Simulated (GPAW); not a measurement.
The system is Ti3Sn.

```
CELL_PARAMETERS angstrom
5.91218 0.00000 0.00000
-2.95609 5.12010 0.00000
0.00000 0.00000 4.75622
ATOMIC_POSITIONS crystal
Sn 0.33333 0.66667 0.25000
Sn 0.66667 0.33333 0.75000
Ti 0.83575 0.16425 0.25000
Ti 0.32850 0.16425 0.25000
Ti 0.83575 0.67150 0.25000
Ti 0.16425 0.83575 0.75000
Ti 0.67150 0.83575 0.75000
Ti 0.16425 0.32850 0.75000
```

The cell is a database's computed one.

Base run:

* Program: GPAW 26.7.0
* Functional: PBEsol
* Potentials or basis: PAW data sets generated in the run's folder for this functional
* Cutoff: 600 eV
* Basis: pw
* k mesh: 4 × 4 × 4
* Occupations: fermi-dirac, width 0.05 eV
* Spin: no spin polarisation

Its results: pressure -4.7 GPa; largest force 0.020 eV/Å.

Problem. The run is repeated on the same cell with these changes: functional from PBEsol to LDA; potentials or basis from PAW data sets generated in the run's folder for this functional to the program's PAW data sets (release 1.2.1) made for this functional. What comes out?

Solution. Pressure -8.6 GPa; largest force 0.019 eV/Å.

Not every run made on this cell is shown here.
